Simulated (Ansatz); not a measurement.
I need a geometry optimisation of C3H7BO2, SMILES C=CB(O)OC. Use Ansatz 0.2.0 through its Python package. Level of theory: Hartree-Fock, def2-SVP basis, multiplicity 1.

`c3h7bo2.xyz`
```text
13

C     1.97310    0.40910   -0.52540
C     1.37760    0.09140    0.62680
B    -0.01580   -0.63480    0.67620
O    -0.58670   -1.00750    1.96850
O    -0.71960   -1.00330   -0.56620
C    -1.60960    0.03370   -0.90550
H     1.51750    0.17740   -1.48370
H     2.93590    0.90950   -0.51540
H     1.86680    0.33690    1.56400
H    -1.14300   -0.23120    2.23140
H    -1.07330    0.99160   -1.09890
H    -2.39420    0.17210   -0.12610
H    -2.12860   -0.24490   -1.84560
```

`c3h7bo2.py`:
```python
'''Geometry optimisation of C3H7BO2.'''

import itertools

import ansatz as az
from ase.data import atomic_numbers, covalent_radii
import numpy as np

geometry = az.Crystal.molecule_from_extxyz('c3h7bo2.xyz')

base = geometry.calculation().basis(gaussian='def2-SVP').functional('HF').scf(lower_state_search='light')
symbols = [site.symbol for site in geometry.cartesian_sites]
start = np.array([site.position_ang for site in geometry.cartesian_sites], dtype=float)
def progress(event):
    if event['event'] == 'relax_step':
        row = event['data']
        print(f'step {row["step"]:3d}  E = {row["lagrangian_ev"]:.6f} eV  largest force component {row["allowed_force_max_ev_ang"]:.4f} eV/A')


report = base.relax(force_tolerance=0.005).session().plan().execute(on_event=progress).report
end = np.array(report['positions_ang'])

print('reference energy %16.6f eV' % report['reference_energy_ev'])
print('total energy     %16.6f eV' % report['free_energy_ev'])
print('occupied orbitals outside the frozen core (up, down):', report['n_occupied'], ' frozen:', report['n_frozen'], ' virtual:', report['n_virtual'])

# pairs closer than 1.2 times the sum of covalent radii, before or after
radius = [covalent_radii[atomic_numbers[s]] for s in symbols]
span = lambda where, i, j: np.linalg.norm(where[i] - where[j])
bonded = [(i, j) for i, j in itertools.combinations(range(len(symbols)), 2) if min(span(start, i, j), span(end, i, j)) < 1.2 * (radius[i] + radius[j])]
print('pair        before    after (A)')
for i, j in bonded:
    print(f'{symbols[i]}{i}-{symbols[j]}{j}'.ljust(10), f'{span(start, i, j):8.4f} {span(end, i, j):8.4f}')
with open('c3h7bo2_opt.xyz', 'w') as handle:
    handle.write(f'{len(symbols)}\nrelaxed C3H7BO2\n')
    handle.writelines(f'{s:2s} {x:11.6f} {y:11.6f} {z:11.6f}\n' for s, (x, y, z) in zip(symbols, end))
```

Output of `python c3h7bo2.py`:
```text
step   1  E = -7943.211611 eV  largest force component 3.0195 eV/A
step   2  E = -7943.605948 eV  largest force component 1.8375 eV/A
step   3  E = -7943.765481 eV  largest force component 0.8594 eV/A
step   4  E = -7943.894736 eV  largest force component 0.3952 eV/A
step   5  E = -7943.977084 eV  largest force component 0.4555 eV/A
step   6  E = -7944.058580 eV  largest force component 0.8689 eV/A
step   7  E = -7944.225515 eV  largest force component 0.4696 eV/A
step   8  E = -7944.265093 eV  largest force component 2.1293 eV/A
step   9  E = -7944.413685 eV  largest force component 2.0296 eV/A
step  10  E = -7944.567496 eV  largest force component 0.6385 eV/A
step  11  E = -7944.586824 eV  largest force component 1.3644 eV/A
step  12  E = -7944.628579 eV  largest force component 0.1994 eV/A
step  13  E = -7944.603094 eV  largest force component 0.4592 eV/A
step  14  E = -7944.633445 eV  largest force component 0.0974 eV/A
step  15  E = -7944.636012 eV  largest force component 0.0550 eV/A
step  16  E = -7944.629903 eV  largest force component 0.4112 eV/A
step  17  E = -7944.636606 eV  largest force component 0.1302 eV/A
step  18  E = -7944.636632 eV  largest force component 0.1529 eV/A
step  19  E = -7944.637638 eV  largest force component 0.0947 eV/A
step  20  E = -7944.638668 eV  largest force component 0.0083 eV/A
step  21  E = -7944.638858 eV  largest force component 0.0066 eV/A
step  22  E = -7944.638970 eV  largest force component 0.0425 eV/A
step  23  E = -7944.639054 eV  largest force component 0.0163 eV/A
step  24  E = -7944.639095 eV  largest force component 0.0019 eV/A
step  25  E = -7944.639107 eV  largest force component 0.0052 eV/A
step  26  E = -7944.639052 eV  largest force component 0.0250 eV/A
step  27  E = -7944.639110 eV  largest force component 0.0065 eV/A
step  28  E = -7944.639113 eV  largest force component 0.0050 eV/A
reference energy     -7944.639113 eV
total energy         -7944.639113 eV
occupied orbitals outside the frozen core (up, down): [23, 23]  frozen: 0  virtual: [96, 96]
pair        before    after (A)
C0-C1        1.3353   1.3277
C0-H6        1.0861   1.0837
C0-H7        1.0851   1.0848
C1-B2        1.5721   1.5777
C1-H8        1.0853   1.0889
B2-O3        1.4611   1.3595
B2-O4        1.4747   1.3490
O3-H9        0.9906   0.9425
O4-C5        1.4080   1.3969
C5-H10       1.1147   1.0907
C5-H11       1.1145   1.0907
C5-H12       1.1094   1.0883
```

`c3h7bo2_opt.xyz`, as written:
```text
13
relaxed C3H7BO2
C     2.317383    0.182510   -0.376355
C     1.497146    0.083023    0.662968
B    -0.069238   -0.024346    0.507800
O    -0.898751   -0.124316    1.580214
O    -0.608477   -0.017153   -0.728673
C    -1.982840   -0.107550   -0.961405
H     1.935381    0.193539   -1.390475
H     3.393693    0.255535   -0.262306
H     1.939881    0.077121    1.657795
H    -0.466004   -0.124052    2.417487
H    -2.519875    0.723476   -0.502462
H    -2.393033   -1.038167   -0.567305
H    -2.145166   -0.079620   -2.037184
```

What to keep in mind:
- These settings explore the input space; basis and method may be short of convergence.
- The end point is the stationary point reached from this start; no frequency run checks that it is a minimum, and the basis set is modest.
- The whole script took 81 s on 1 thread of Intel(R) Xeon(R) 6975P-C (Granite Rapids), with other jobs on the host, peak memory 0.33 GiB.

(Lines on the test bed's own set-up are left out of the output.)
